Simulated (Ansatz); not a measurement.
# CH₃F₃Ge: up Jacob's ladder to CCSD(T)

An exercise on one series of results from a longer session: the logs are not shown, and one member is left open.

Computed with Ansatz 0.2.0, Gaussian basis. Level: functionals in def2-TZVPP, the program's frozen cores in correlated methods.

Levels to be run: LDA (SPW92), PBE-D4, revPBE-D4, BLYP-D4, r2SCAN-D4, B97M-V, PBE0-D4, B3LYP-D4, r2SCANh-D4, r2SCAN0-D4, HSE06-D4, BHLYP-D4, CAM-B3LYP-D4, LC-ωPBE, ωB97X-V, ωB97M-V, B2PLYP, PBE-QIDH; CCSD(T)/def2-SVP; CCSD(T)/def2-TZVPP; MP2/def2-QZVPP; extrapolation to the limit; RPA on PBE.

### Structure used throughout

All runs share one geometry, relaxed beforehand with PBE0-D4 in a triple-zeta def2 set.

SMILES `F[C](F)(F)[GeH3]`, 8 atoms, charge 0, spin multiplicity 1.

Atoms are counted from 1 here; the program's logs count them from 0.

Bond lengths: F1–C2 1.343 Å, C2–F3 1.343 Å, C2–F4 1.343 Å, C2–Ge5 2.008 Å, Ge5–H6 1.530 Å, Ge5–H7 1.530 Å, Ge5–H8 1.530 Å. Angles: F1–C2–F3 106.9°, F1–C2–F4 106.9°, F1–C2–Ge5 111.9°, F3–C2–F4 106.9°, F3–C2–Ge5 111.9°, F4–C2–Ge5 111.9°, C2–Ge5–H6 107.2°, C2–Ge5–H7 107.2°, C2–Ge5–H8 107.2°, H6–Ge5–H7 111.6°, H6–Ge5–H8 111.6°, H7–Ge5–H8 111.7°.

Geometry (Å):

```tsv
atom	x (Å)	y (Å)	z (Å)
F1	0.49982	-0.99100	1.59229
C2	0.68799	-0.65200	0.30623
F3	0.66249	-1.79029	-0.40654
F4	1.93319	-0.15740	0.20980
Ge5	-0.69003	0.66143	-0.33154
H6	-0.57003	1.90679	0.54956
H7	-0.37351	0.97325	-1.79587
H8	-2.05773	-0.00788	-0.17973
```

Set-up of the first run:

The input, in.yaml:

```yaml
crystal:
  periodic: [false, false, false]
  atoms:
    - {symbol: F, position_ang: [0.499818, -0.990999, 1.592289]}
    - {symbol: C, position_ang: [0.687990, -0.652002, 0.306228]}
    - {symbol: F, position_ang: [0.662491, -1.790294, -0.406540]}
    - {symbol: F, position_ang: [1.933193, -0.157398, 0.209804]}
    - {symbol: Ge, position_ang: [-0.690026, 0.661430, -0.331545]}
    - {symbol: H, position_ang: [-0.570028, 1.906786, 0.549557]}
    - {symbol: H, position_ang: [-0.373506, 0.973252, -1.795867]}
    - {symbol: H, position_ang: [-2.057733, -0.007876, -0.179727]}
basis:
  gaussian: {orbitals: def2-TZVPP}
hamiltonian: {xc: lda}
output: {orbitals: {seedname: orbitals}}
```

The run is started by

```sh
$ ansatz run in.yaml --threads 4 --pin off --events-out ev --progress --plain --max-ram 10444MiB
```

Among the steps run: LDA; PBE-D4 (GGA); revPBE-D4 (GGA); BLYP-D4 (GGA); r2SCAN-D4 (meta-GGA); B97M-V (meta-GGA); B3LYP-D4 (hybrid); r2SCANh-D4 (hybrid); r2SCAN0-D4 (hybrid); HSE06-D4 (hybrid); BHLYP-D4 (hybrid); CAM-B3LYP-D4 (range-separated); LC-ωPBE (range-separated); ωB97X-V (range-separated); ωB97M-V (range-separated); B2PLYP (double hybrid); PBE-QIDH (double hybrid).

One table of the session follows, with a row left open; its other results are not shown here.

It belongs to the step «Frontier levels by functional». 

| functional | HOMO (eV) | LUMO (eV) | gap (eV) |
| --- | --- | --- | --- |
| LDA (SPW92) | -8.05 | -0.65 | 7.40 |
| PBE-D4 | -7.85 | -0.38 | 7.47 |
| revPBE-D4 | -7.77 | -0.26 | 7.51 |
| BLYP-D4 | -7.79 | -0.34 | 7.45 |
| r2SCAN-D4 | -8.20 | -0.07 | 8.13 |
| B97M-V | -8.31 | -0.26 | 8.05 |
| PBE0-D4 | -9.36 | 0.43 | 9.79 |
| B3LYP-D4 | -9.16 | 0.14 | 9.31 |
| r2SCANh-D4 | -8.76 | 0.21 | 8.97 |
| r2SCAN0-D4 | -9.60 | 0.62 | 10.22 |
| HSE06-D4 | -8.96 | 0.05 | 9.01 |
| BHLYP-D4 | -10.85 | 1.19 | 12.04 |
| CAM-B3LYP-D4 | -10.82 | 1.36 | 12.18 |
| LC-ωPBE | -12.07 | 2.62 | 14.69 |
| ωB97X-V | ? | ? | ? |
| ωB97M-V | -11.62 | 2.20 | 13.82 |

Q: Estimate the row for ωB97X-V from the others.

The run gave: HOMO (eV): -11.75; LUMO (eV): 2.45; gap (eV): 14.20. In the column «HOMO (eV)» it lies between LC-ωPBE (-12.07) and ωB97M-V (-11.62).
